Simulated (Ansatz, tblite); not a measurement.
**C39H27F3O9S4: one state, many levels**

Aim: run the singlet of C39H27F3O9S4 at one geometry on many levels, and compare frontier levels, spin and run time.

The runs use Ansatz 0.2.0, Gaussian basis; as each input shows.

The runs, in order: GFN1-xTB, GFN2-xTB, PBE-D4/def2-TZVP, r2SCAN-D4/def2-TZVP, PBE-D4/def2-SVP, PBE0-D4/def2-SVP.

1 further run of the same task is left out (set aside as unsound or not needed).

**1. The geometry**

The geometry is that of the singlet, from an earlier relaxation (PBE-D4/def2-SVP).

SMILES `COc1ccc(-c2sc(-c3sc(-c4sc(-c5sc(-c6ccc(C(F)=C(F)F)cc6)c6c5OCCO6)c5c4OCCO5)c4c3OCCO4)c3c2OCCO3)cc1`, 82 atoms, charge 0, spin multiplicity 1.

Bond lengths: C1–O2 1.413 Å, C1–H56 1.114 Å, C1–H57 1.114 Å, C1–H58 1.106 Å, O2–C3 1.363 Å, C3–C4 1.409 Å, C3–C55 1.412 Å, C4–C5 1.401 Å, C4–H59 1.099 Å, C5–C6 1.416 Å, C5–H60 1.098 Å, C6–C7 1.457 Å, C6–C54 1.422 Å, C7–S8 1.760 Å, C7–C49 1.397 Å, S8–C9 1.758 Å, C9–C10 1.431 Å, C9–C48 1.396 Å and more. Angles: O2–C1–H56 112.0°, O2–C1–H57 112.0°, O2–C1–H58 106.6°, H56–C1–H57 108.4°, H56–C1–H58 108.8°, H57–C1–H58 108.9°, C1–O2–C3 118.2°, O2–C3–C4 124.9°, O2–C3–C55 116.2°, C4–C3–C55 119.0°, C3–C4–C5 120.2°, C3–C4–H59 121.0°, C5–C4–H59 118.8°, C4–C5–C6 121.6°, C4–C5–H60 119.2°, C6–C5–H60 119.2°, C5–C6–C7 121.8°, C5–C6–C54 117.1° and more.

PBE0-D4/def2-TZVP was run before; its log isn't repeated, and its numbers join the tables.

**2. GFN1-xTB**

Tight binding, by tblite at 300 K electronic temperature and without a spin-polarisation term:

```python
tblite.interface.Calculator('GFN1-xTB', numbers, positions, charge=0, uhf=0).singlepoint()
```

Energy -4613.2344 eV, HOMO -9.84 eV, LUMO -8.47 eV; 0.68 s.

**3. GFN2-xTB**

Tight binding, by tblite at 300 K electronic temperature and without a spin-polarisation term:

```python
tblite.interface.Calculator('GFN2-xTB', numbers, positions, charge=0, uhf=0).singlepoint()
```

Energy -4383.1814 eV, HOMO -9.24 eV, LUMO -7.94 eV; 0.67 s.

**4. PBE-D4/def2-TZVP**

start.molden holds the orbitals of an earlier run on this state, given as this run's starting guess.

in.yaml

```yaml
crystal:
  periodic: [false, false, false]
  atoms:
    - {symbol: C, position_ang: [-13.364727, -1.154587, 1.719227]}
    - {symbol: O, position_ang: [-12.213063, -0.973678, 2.518039]}
    - {symbol: C, position_ang: [-11.014081, -0.805061, 1.892437]}
    - {symbol: C, position_ang: [-10.828830, -0.795596, 0.495200]}
    - {symbol: C, position_ang: [-9.548495, -0.616927, -0.045138]}
    - {symbol: C, position_ang: [-8.411908, -0.438900, 0.780992]}
    - {symbol: C, position_ang: [-7.077771, -0.259124, 0.224548]}
    - {symbol: S, position_ang: [-5.664057, -0.259763, 1.273487]}
    - {symbol: C, position_ang: [-4.546230, -0.004757, -0.059834]}
    - {symbol: C, position_ang: [-3.130222, 0.081764, 0.124744]}
    - {symbol: S, position_ang: [-2.011661, 0.305684, -1.220024]}
    - {symbol: C, position_ang: [-0.606002, 0.295004, -0.154754]}
    - {symbol: C, position_ang: [0.733165, 0.407127, -0.643103]}
    - {symbol: S, position_ang: [2.137248, 0.334950, 0.416231]}
    - {symbol: C, position_ang: [3.266604, 0.471076, -0.928493]}
    - {symbol: C, position_ang: [4.681707, 0.453764, -0.689437]}
    - {symbol: S, position_ang: [5.351589, -0.485478, 0.632885]}
    - {symbol: C, position_ang: [7.000216, 0.033169, 0.311698]}
    - {symbol: C, position_ang: [8.097498, -0.428497, 1.145437]}
    - {symbol: C, position_ang: [9.445335, -0.055518, 0.891143]}
    - {symbol: C, position_ang: [10.490500, -0.511409, 1.692833]}
    - {symbol: C, position_ang: [10.247752, -1.365367, 2.798044]}
    - {symbol: C, position_ang: [11.294169, -1.878807, 3.676697]}
    - {symbol: F, position_ang: [10.879024, -2.674968, 4.693252]}
    - {symbol: C, position_ang: [12.635871, -1.676184, 3.623173]}
    - {symbol: F, position_ang: [13.490056, -2.202641, 4.486247]}
    - {symbol: F, position_ang: [13.249069, -0.933091, 2.708854]}
    - {symbol: C, position_ang: [8.906065, -1.737567, 3.059882]}
    - {symbol: C, position_ang: [7.864556, -1.281380, 2.255441]}
    - {symbol: C, position_ang: [7.004100, 0.872611, -0.808014]}
    - {symbol: C, position_ang: [5.707948, 1.122817, -1.359018]}
    - {symbol: O, position_ang: [5.499873, 1.979115, -2.401286]}
    - {symbol: C, position_ang: [6.625073, 2.820187, -2.647936]}
    - {symbol: C, position_ang: [7.915425, 2.014778, -2.625229]}
    - {symbol: O, position_ang: [8.131016, 1.444860, -1.331413]}
    - {symbol: C, position_ang: [2.569017, 0.583931, -2.133180]}
    - {symbol: C, position_ang: [1.154730, 0.562082, -1.966777]}
    - {symbol: O, position_ang: [0.282248, 0.649954, -3.015927]}
    - {symbol: C, position_ang: [0.914154, 0.375640, -4.268555]}
    - {symbol: C, position_ang: [2.252607, 1.098117, -4.369279]}
    - {symbol: O, position_ang: [3.157161, 0.647455, -3.361183]}
    - {symbol: C, position_ang: [-1.015922, 0.129196, 1.171162]}
    - {symbol: C, position_ang: [-2.420760, 0.007860, 1.327147]}
    - {symbol: O, position_ang: [-3.017586, -0.164446, 2.544328]}
    - {symbol: C, position_ang: [-2.136706, 0.156266, 3.625067]}
    - {symbol: C, position_ang: [-0.756691, -0.452649, 3.402583]}
    - {symbol: O, position_ang: [-0.146953, 0.082937, 2.224198]}
    - {symbol: C, position_ang: [-5.263652, 0.067913, -1.255532]}
    - {symbol: C, position_ang: [-6.673471, -0.072367, -1.099682]}
    - {symbol: O, position_ang: [-7.524695, -0.019304, -2.173727]}
    - {symbol: C, position_ang: [-6.908243, 0.540348, -3.335317]}
    - {symbol: C, position_ang: [-5.524930, -0.056282, -3.559541]}
    - {symbol: O, position_ang: [-4.660004, 0.259287, -2.467548]}
    - {symbol: C, position_ang: [-8.625343, -0.448580, 2.186362]}
    - {symbol: C, position_ang: [-9.892546, -0.629032, 2.732434]}
    - {symbol: H, position_ang: [-13.292768, -2.066675, 1.082975]}
    - {symbol: H, position_ang: [-13.556937, -0.278082, 1.058428]}
    - {symbol: H, position_ang: [-14.216318, -1.270921, 2.415675]}
    - {symbol: H, position_ang: [-11.678007, -0.931956, -0.188446]}
    - {symbol: H, position_ang: [-9.422761, -0.619861, -1.135488]}
    - {symbol: H, position_ang: [9.666230, 0.606373, 0.044899]}
    - {symbol: H, position_ang: [11.514059, -0.195320, 1.454616]}
    - {symbol: H, position_ang: [8.688569, -2.396244, 3.911640]}
    - {symbol: H, position_ang: [6.836005, -1.594615, 2.494563]}
    - {symbol: H, position_ang: [6.674548, 3.629958, -1.882577]}
    - {symbol: H, position_ang: [6.465588, 3.281902, -3.642249]}
    - {symbol: H, position_ang: [8.791860, 2.658139, -2.835834]}
    - {symbol: H, position_ang: [7.870026, 1.206886, -3.391646]}
    - {symbol: H, position_ang: [1.069016, -0.722405, -4.381351]}
    - {symbol: H, position_ang: [0.218103, 0.720597, -5.057970]}
    - {symbol: H, position_ang: [2.735753, 0.891860, -5.344473]}
    - {symbol: H, position_ang: [2.095677, 2.197710, -4.273889]}
    - {symbol: H, position_ang: [-2.048902, 1.262946, 3.724954]}
    - {symbol: H, position_ang: [-2.601544, -0.249222, 4.544787]}
    - {symbol: H, position_ang: [-0.842467, -1.560239, 3.312722]}
    - {symbol: H, position_ang: [-0.080308, -0.214267, 4.246464]}
    - {symbol: H, position_ang: [-7.578086, 0.315303, -4.188454]}
    - {symbol: H, position_ang: [-6.826449, 1.646988, -3.226272]}
    - {symbol: H, position_ang: [-5.604497, -1.162452, -3.675079]}
    - {symbol: H, position_ang: [-5.055312, 0.364835, -4.470061]}
    - {symbol: H, position_ang: [-7.771319, -0.302870, 2.866913]}
    - {symbol: H, position_ang: [-10.049019, -0.634252, 3.821286]}
basis:
  gaussian: {orbitals: def2-TZVP, fitting: {mean_field: def2-universal-jkfit}, initial_orbitals: start.molden}
hamiltonian: {xc: pbe, dispersion: d4}
scf: {omitted_lower_state_checks: [starts]}
output: {orbitals: {seedname: orbitals}}
```

Started as:

```
> ansatz run in.yaml --threads 11 --pin off --events-out ev --progress --plain --max-ram 174080MiB --backend cuda --devices 0, --max-vram 75GiB
```

The runs that follow: r2SCAN-D4/def2-TZVP; PBE-D4/def2-SVP; PBE0-D4/def2-SVP.

Q: Predict the results of all the runs planned. Wanted: gap in def2-TZVP, named functionals, smallest and largest; binding an atom, functionals in def2-TZVP; PBE0 total energy, smallest basis above largest.

**Answer**, as computed:

```
                                                 quantity                                 value
gap in def2-TZVP, named functionals, smallest and largest   1.43 eV (PBE-D4), 2.64 eV (PBE0-D4)
                binding an atom, functionals in def2-TZVP  5.06 (r2SCAN-D4) to 5.26 eV (PBE-D4)
          PBE0 total energy, smallest basis above largest        88.82 eV (def2-SVP, def2-TZVP)
```

What this shows: Over the named functionals in def2-TZVP the gap runs from 1.43 eV (PBE-D4) to 2.64 eV (PBE0-D4); exact exchange widens it.
